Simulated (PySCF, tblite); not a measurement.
# C₇H₁₃P: geometry, infrared bands and NMR shifts

Wanted: the infrared bands and NMR shifts of C₇H₁₃P (`C=C[C@@H]1CCP1CC`), by calculation.

The runs use tblite 0.8.0 and PySCF 2.14.0, with density-fitted response routines of our own; the level of theory stands in each step. All values are computed, except where a source is named. Atoms count from 0, in the outputs and in this text.

**1. Starting geometry**

21 atoms, charge 0, multiplicity 1; geometry from: force field or distance geometry start.

Bonds of the start (Å): C0–C1 1.33, C1–C2 1.48, C2–C3 1.51, C3–C4 1.55, C4–P5 1.89, P5–C6 1.85, C6–C7 1.53, P5–C2 1.81, C0–H8 1.09, C0–H9 1.10, C1–H10 1.09, C2–H11 1.13, C3–H12 1.10, C3–H13 1.11, C4–H14 1.10, C4–H15 1.11, C6–H16 1.13, C6–H17 1.10, C7–H18 1.11, C7–H19 1.13, C7–H20 1.10.

**2. Relaxing the molecule with GFN2-xTB**

What the job is given:

```
{"job": {"kind": "relax", "xc": "GFN2-xTB", "basis": "xTB"}, "charge": 0, "multiplicity": 1}
C     -2.894100    -0.685000    -0.818200
C     -1.755200    -1.193700    -0.348000
C     -1.047600    -0.452700     0.714800
C     -0.982700     1.045300     0.572700
C      0.028100     0.990700     1.741200
P      0.760200    -0.475600     0.806300
C      1.742300     0.252000    -0.578700
C      2.938300    -0.602400    -0.991600
H     -3.465500    -1.187300    -1.595600
H     -3.301500     0.259200    -0.426900
H     -1.407200    -2.144600    -0.763400
H     -1.520000    -0.722900     1.707600
H     -1.908700     1.581800     0.812600
H     -0.529600     1.316100    -0.402200
H      0.716700     1.843800     1.791600
H     -0.509500     0.693900     2.662100
H      2.221700     1.184800    -0.149600
H      1.135400     0.585200    -1.432300
H      3.364400    -0.088800    -1.881800
H      3.755000    -0.544200    -0.215100
H      2.650800    -1.638600    -1.206000
```

The run is started by

```console
$ OMP_NUM_THREADS=1 python probes_run.py task.json out
```

One launch serves the whole session: the jobs run in the order shown.

**Question.** This job is followed by: GFN2-xTB harmonic vibrations, gas phase; GIAO PBE0/pcSseg-1 NMR shielding, non-relativistic, gas phase. Predict these results of the whole session: strongest single infrared mode (GFN2-xTB); zero-point energy (GFN2-xTB); 13C shifts against TMS (PBE0/pcSseg-1); 1H shifts against TMS (PBE0/pcSseg-1, means over atoms taken as alike); 31P shifts against H3PO4 (PBE0/pcSseg-1).

**Answer**, as computed:

| quantity | value |
| --- | --- |
| strongest single infrared mode (GFN2-xTB) | 3017 cm⁻¹, 56 km/mol |
| zero-point energy (GFN2-xTB) | 112.7 kcal/mol |
| 13C shifts against TMS (PBE0/pcSseg-1) | 145.3, 117.7, 39.1, 25.5, 23.1, 16.7, 13.8 ppm |
| 1H shifts against TMS (PBE0/pcSseg-1, means over atoms taken as alike) | 6.04, 5.44, 5.34, 3.39, 3.18, 2.41, 2.18, 2.02, 1.28, 1.08, 1.03 ppm |
| 31P shifts against H3PO4 (PBE0/pcSseg-1) | 9.6 ppm |

The optimisation took 181 steps and gained 1.643 eV; among the close pairs (by a distance rule), C2–P5 changed most, from 1.810 to 1.914 Å. No mode is imaginary among the 57: a minimum at this level. Unscaled tight-binding wavenumbers are off by several per cent, some by more. Its intensities can rank the bands wrongly. The most deshielded carbon is C1 (alkene CH), at 145.3 ppm: the olefinic region. H10 (hydrogen on an alkene CH) lies farthest downfield among hydrogen, at 6.04 ppm; olefinic region. At PBE0/pcSseg-1: The widest tensor belongs to C1: span 236 ppm, with a paramagnetic part of -213 ppm.
